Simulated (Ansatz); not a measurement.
# C₃BN₃: up Jacob's ladder to CCSD(T)

The task here is to estimate one member of a computed series from the others.

The runs use Ansatz 0.2.0, Gaussian basis; functionals in def2-TZVPP, the program's frozen cores in correlated methods.

Plan: LDA (SPW92), PBE-D4, revPBE-D4, BLYP-D4, r2SCAN-D4, B97M-V, PBE0-D4, B3LYP-D4, r2SCANh-D4, r2SCAN0-D4, HSE06-D4, BHLYP-D4, CAM-B3LYP-D4, LC-ωPBE, ωB97X-V, ωB97M-V, B2PLYP, PBE-QIDH; CCSD(T)/def2-SVP; CCSD(T)/def2-TZVPP; MP2/def2-QZVPP; extrapolation to the limit; RPA on PBE.

**The geometry**

An earlier PBE0-D4 in a triple-zeta def2 set relaxation fixed the geometry.

SMILES `N#CB(C#N)C#N`, 7 atoms, charge 0, spin multiplicity 1.

Atoms are counted from 1 here; the program's logs count them from 0.

Bond lengths: N1–C2 1.153 Å, C2–B3 1.519 Å, B3–C4 1.519 Å, B3–C6 1.519 Å, C4–N5 1.153 Å, C6–N7 1.153 Å. Angles: N1–C2–B3 180.0°, C2–B3–C4 120.0°, C2–B3–C6 120.0°, C4–B3–C6 120.0°, B3–C4–N5 180.0°, B3–C6–N7 180.0°.

Set-up of the first run:

The input, in.yaml:

```yaml
crystal:
  periodic: [false, false, false]
  atoms:
    - {symbol: N, position_ang: [1.190796, -2.122902, 1.122802]}
    - {symbol: C, position_ang: [0.680832, -1.211232, 0.635627]}
    - {symbol: B, position_ang: [0.008728, -0.009706, -0.006497]}
    - {symbol: C, position_ang: [-1.173281, -0.209255, -0.939633]}
    - {symbol: N, position_ang: [-2.070105, -0.360682, -1.647674]}
    - {symbol: C, position_ang: [0.518684, 1.391362, 0.284474]}
    - {symbol: N, position_ang: [0.905646, 2.454416, 0.505202]}
basis:
  gaussian: {orbitals: def2-TZVPP}
hamiltonian: {xc: lda}
output: {orbitals: {seedname: orbitals}}
```

Steps of the session up to this table: LDA; PBE-D4 (GGA); revPBE-D4 (GGA); BLYP-D4 (GGA); r2SCAN-D4 (meta-GGA); B97M-V (meta-GGA); PBE0-D4 (hybrid); B3LYP-D4 (hybrid); r2SCANh-D4 (hybrid); r2SCAN0-D4 (hybrid); HSE06-D4 (hybrid); BHLYP-D4 (hybrid); CAM-B3LYP-D4 (range-separated); LC-ωPBE-D4 (range-separated; the results give it without D4); ωB97X-V (range-separated); ωB97M-V (range-separated); B2PLYP (double hybrid); PBE-QIDH (double hybrid).

One of the session's tables, all rows but one given; the rest of the session is left out.

It belongs to the step «Orbital energies across the functionals». 

```
  functional  HOMO (eV)  LUMO (eV)  gap (eV)
 LDA (SPW92)      -9.84      -6.36      3.48
      PBE-D4      -9.64      -6.04      3.60
   revPBE-D4      -9.56      -5.93      3.63
     BLYP-D4      -9.46      -5.85      3.61
   r2SCAN-D4      -9.95      -5.93      4.02
      B97M-V      -9.89      -5.75      4.13
     PBE0-D4     -11.05      -5.27      5.78
    B3LYP-D4     -10.76      -5.42      5.35
  r2SCANh-D4          ?          ?         ?
  r2SCAN0-D4     -11.26      -5.21      6.05
    HSE06-D4     -10.64      -5.64      5.00
    BHLYP-D4     -12.28      -4.29      8.00
CAM-B3LYP-D4     -12.49      -4.20      8.29
     LC-ωPBE     -14.02      -3.15     10.87
     ωB97X-V     -13.52      -3.13     10.38
     ωB97M-V     -13.38      -3.20     10.18
```

**Question.** Estimate the row for r2SCANh-D4.

Worked estimate for «HOMO (eV)». Against the share of exact exchange, r2SCAN-D4 (0, -9.95), r2SCAN0-D4 (0.25, -11.26) give a slope of -5.24 per unit share; at 0.1 the line stands at -10.47.

As computed: HOMO (eV): -10.47; LUMO (eV): -5.65; gap (eV): 4.83. In «HOMO (eV)» the line misses by 0.00.
